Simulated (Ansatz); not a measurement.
# NaHg3: the cost of one run

Program: Ansatz 0.2.0. Level of theory: DFT r²SCAN, scalar-relativistic, plane waves, PAW. These are calculated values, not measurements.

5 further runs of the same task are left out: 1 that didn't finish, 4 set aside as unsound or not needed.

## Step 1: The system as given

It takes space group Pm-3m (No. 221, cubic). Conventional cell: a = 4.641 Å, b = 4.641 Å, c = 4.641 Å, α = 90.00°, β = 90.00°, γ = 90.00°. Hg (site symmetry 4/mmm) has 8 Hg at 3.28 Å and 4 Na at 3.28 Å as nearest neighbours. Around Na (site symmetry m-3m) lie 12 Hg at 3.28 Å.

Coordinates:

```xyz
4
Lattice="4.6406 0.0000 0.0000 0.0000 4.6406 0.0000 0.0000 0.0000 4.6406" Properties=species:S:1:pos:R:3 pbc="T T T"
Hg    0.0000    2.3203    2.3203
Hg    2.3203    0.0000    2.3203
Hg    2.3203    2.3203    0.0000
Na    0.0000    0.0000    0.0000
```

The cell is the database one, not relaxed. At r²SCAN, an earlier run found -0.07 GPa for this cell of 24.984 Å³/atom (8×8×8 mesh), a metal on this mesh.

## Step 2: Bands on a fine mesh, Fermi surface

input.yaml

```yaml
crystal:
  lattice:
    - [4.6406293736, 0.0, 0.0]
    - [0.0, 4.6406293736, 0.0]
    - [0.0, 0.0, 4.6406293736]
  atoms:
    - { symbol: Hg, position: [0.0, 0.5, 0.5] }
    - { symbol: Hg, position: [0.5, 0.0, 0.5] }
    - { symbol: Hg, position: [0.5, 0.5, 0.0] }
    - { symbol: Na, position: [0.0, 0.0, 0.0] }
basis:
  ecutwfc: 500
  ecutrho_ratio: 4
kpoints:
  mp_grid: { grid: [8, 8, 8] }
hamiltonian:
  xc: r2scan
scf:
  occupations: { method: gaussian, width: 0.05 }
output:
  forces: true
  stress: true
  eigenvalues: true
  eigenstates:
    nscf_kmesh: { grid: [10, 10, 10] }
    de_dk: true
    e_range: [-2.5, 2.5]
  write_density: true
  write_potential: true
  elf: true
  volumetric_format: npy
```

Started as:

```sh
> ansatz run input.yaml --threads 4 --pin off --max-ram 8192MiB --backend cpu --events-out ev --progress --plain --runs-dir out
```

Q: Estimate wall time and peak memory on 4 threads of Arm Neoverse V1, shared host.

About 12 s, with a peak of 0.66 GiB.
